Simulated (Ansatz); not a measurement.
# AlGaHO (quartet): wave-function methods side by side, cc-pVDZ

An exercise on one series of results from a longer session: the logs are not shown, and one member is left open.

Program: Ansatz 0.2.0, Gaussian basis. Level of theory: cc-pVDZ, core rule «outside noble gas», up to 20 orbitals frozen. These are calculated values, not measurements.

Plan: UHF; CCSD(T) on ROHF; CCSD(T) on UHF; BCCD(T) on ROHF; CISD as a restricted active space (open shells left free, so some higher excitations enter); CCSDT(Q) on ROHF; CCSDT(Q) on UHF.

26 further runs of the same task are left out: 5 for a known fault of the program, 13 that didn't finish, 8 set aside as unsound or not needed. Runs told in other sessions of the task aren't counted.

## What is computed

The geometry is a PBE0/def2-TZVP stationary point (not a proven minimum). No spin-orbit coupling is included. The filled d shell of Ga may be among the frozen orbitals whatever the setting's name suggests.

4 atoms, charge 0, spin multiplicity 4.

Atoms are counted from 1 here; the program's logs count them from 0.

Bond lengths: Al1–Ga2 2.392 Å, Al1–H4 1.590 Å, Ga2–O3 1.833 Å. Angles: Ga2–Al1–H4 122.6°, Al1–Ga2–O3 162.4°.

Coordinates:

```xyz
4

Al    0.00000   -0.20509    2.03252
Ga    0.00000    0.11180   -0.33878
O     0.00000   -0.20487   -2.14407
H     0.00000    1.00819    3.05987
```

Set-up of the first run:

File in.yaml:

```yaml
crystal:
  periodic: [false, false, false]
  atoms:
    - {symbol: Al, position_ang: [0.000000, -0.205088, 2.032524]}
    - {symbol: Ga, position_ang: [0.000000, 0.111802, -0.338783]}
    - {symbol: O, position_ang: [0.000000, -0.204871, -2.144071]}
    - {symbol: H, position_ang: [0.000000, 1.008195, 3.059873]}
basis:
  gaussian: {orbitals: cc-pVDZ}
magnetization: {spin_polarized: true, initial_magnetization: 3}
hamiltonian: {xc: hf}
output: {orbitals: {seedname: orbitals}}
```

The run is started by

```console
$ ansatz run in.yaml --threads 1 --pin off --events-out ev --progress --plain --max-ram 2393MiB
```

Steps of the session up to this table: UHF; CCSD(T) on ROHF; CCSD(T) on UHF; BCCD(T) on ROHF; CISD as a restricted active space (open shells left free, so some higher excitations enter); CCSDT(Q) on ROHF; CCSDT(Q) on UHF.

One table of the session follows, with a row left open; its other results are not shown here.

```
   method  from UCCSDT(Q) (kcal/mol)
     ROHF                    +177.33
      UHF                    +172.66
     RMP2                     +27.95
     UMP2                     +28.10
    RCCSD                      +6.52
    UCCSD                      +6.39
 RCCSD(T)                          ?
 UCCSD(T)                      +1.64
  BCCD(T)                      +1.66
   RCCSDT                      +0.56
   UCCSDT                      +0.50
RCCSDT(Q)                      +0.13
UCCSDT(Q)                          0
```

Q: Estimate the row for RCCSD(T) from the others.

As computed: from UCCSDT(Q) (kcal/mol): +1.68. In the column «from UCCSDT(Q) (kcal/mol)» it lies between BCCD(T) (+1.66) and UCCSD (+6.39).

Not comparable, so not listed: CISD as a restricted active space (open shells left free, so some higher excitations enter) (they don't share determinant, frozen orbitals or solution with the rows shown, or repeat one).

Caveats from the session: Restricted and unrestricted rows rest on different reference determinants; a gap between their highest levels can come from leftover correlation error, from unlike frozen cores or from another state.
